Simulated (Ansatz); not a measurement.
# CH₄Ga (doublet): wave-function methods side by side, cc-pVDZ

An exercise on one series of results from a longer session: the logs are not shown, and one member is left open.

Method: cc-pVDZ, core rule «outside noble gas», up to 15 orbitals frozen; program: Ansatz 0.2.0, Gaussian basis.

Plan: UHF; CCSD(T) on ROHF; CCSD(T) on UHF; BCCD(T) on ROHF; CISD as a restricted active space (open shells left free, so some higher excitations enter); CCSDT(Q) on ROHF; CCSDT(Q) on UHF; CASSCF and MRCISD+Q, 9 electrons in 9 orbitals; CASSCF and NEVPT4(SD), 9 electrons in 9 orbitals; CASSCF and NEVPT2, 9 electrons in 9 orbitals.

20 further runs of the same task are left out: 1 for a known fault of the program, 10 that didn't finish, 9 set aside as unsound or not needed. Runs told in other sessions of the task aren't counted.

## The system

The geometry is a PBE0/def2-TZVP stationary point (not a proven minimum). No spin-orbit coupling is included. The filled d shell of Ga may be among the frozen orbitals whatever the setting's name suggests.

6 atoms, charge 0, spin multiplicity 2.

Atoms are counted from 1 here; the program's logs count them from 0.

Bond lengths: C1–Ga2 1.937 Å, C1–H3 1.087 Å, C1–H4 1.087 Å, Ga2–H5 1.568 Å, Ga2–H6 1.568 Å. Angles: Ga2–C1–H3 123.3°, Ga2–C1–H4 123.3°, H3–C1–H4 113.4°, C1–Ga2–H5 119.3°, C1–Ga2–H6 119.3°, H5–Ga2–H6 121.4°.

The first run:

Input file in.yaml:

```yaml
crystal:
  periodic: [false, false, false]
  atoms:
    - {symbol: C, position_ang: [0.000000, 0.000000, 1.624086]}
    - {symbol: Ga, position_ang: [0.000000, 0.000000, -0.312766]}
    - {symbol: H, position_ang: [0.000000, 0.908809, 2.221201]}
    - {symbol: H, position_ang: [0.000000, -0.908809, 2.221201]}
    - {symbol: H, position_ang: [0.000000, 1.367663, -1.079987]}
    - {symbol: H, position_ang: [0.000000, -1.367663, -1.079987]}
basis:
  gaussian: {orbitals: cc-pVDZ}
magnetization: {spin_polarized: true, initial_magnetization: 1}
hamiltonian: {xc: hf}
output: {orbitals: {seedname: orbitals}}
```

Started as:

```sh
> ansatz run in.yaml --threads 1 --pin off --events-out ev --progress --plain --max-ram 2393MiB
```

Among the steps run: UHF; CCSD(T) on ROHF; CCSD(T) on UHF; BCCD(T) on ROHF; CISD as a restricted active space (open shells left free, so some higher excitations enter); CCSDT(Q) on ROHF; CCSDT(Q) on UHF; CASSCF and MRCISD+Q, 9 electrons in 9 orbitals; CASSCF and NEVPT4(SD), 9 electrons in 9 orbitals; CASSCF and NEVPT2, 9 electrons in 9 orbitals.

One of the session's tables, all rows but one given; the rest of the session is left out.

```
             method  from UCCSDT(Q) (kcal/mol)
               ROHF                    +144.12
                UHF                    +141.96
               RMP2                     +26.06
               UMP2                     +26.20
              RCCSD                      +3.64
              UCCSD                      +3.59
           RCCSD(T)                      +0.69
           UCCSD(T)                      +0.68
            BCCD(T)                      +0.69
             RCCSDT                      +0.18
             UCCSDT                      +0.16
          RCCSDT(Q)                      +0.02
          UCCSDT(Q)                          0
    CASSCF frontier                     +99.31
NEVPT4(SD) frontier                          ?
    MRCISD frontier                      +6.57
  MRCISD+Q frontier                      -0.09
```

Q: Estimate the row for NEVPT4(SD) frontier from the others.

As computed: from UCCSDT(Q) (kcal/mol): +2.87. In the column «from UCCSDT(Q) (kcal/mol)» it lies between BCCD(T) (+0.69) and UCCSD (+3.59).

Not comparable, so not listed: CISD as a restricted active space (open shells left free, so some higher excitations enter); CASSCF and NEVPT2, 9 electrons in 9 orbitals (they don't share determinant, frozen orbitals or solution with the rows shown, or repeat one).

To keep in mind: Restricted and unrestricted rows rest on different reference determinants; a gap between their highest levels can come from leftover correlation error, from unlike frozen cores or from another state. Warnings in the runs' records: passed over end.
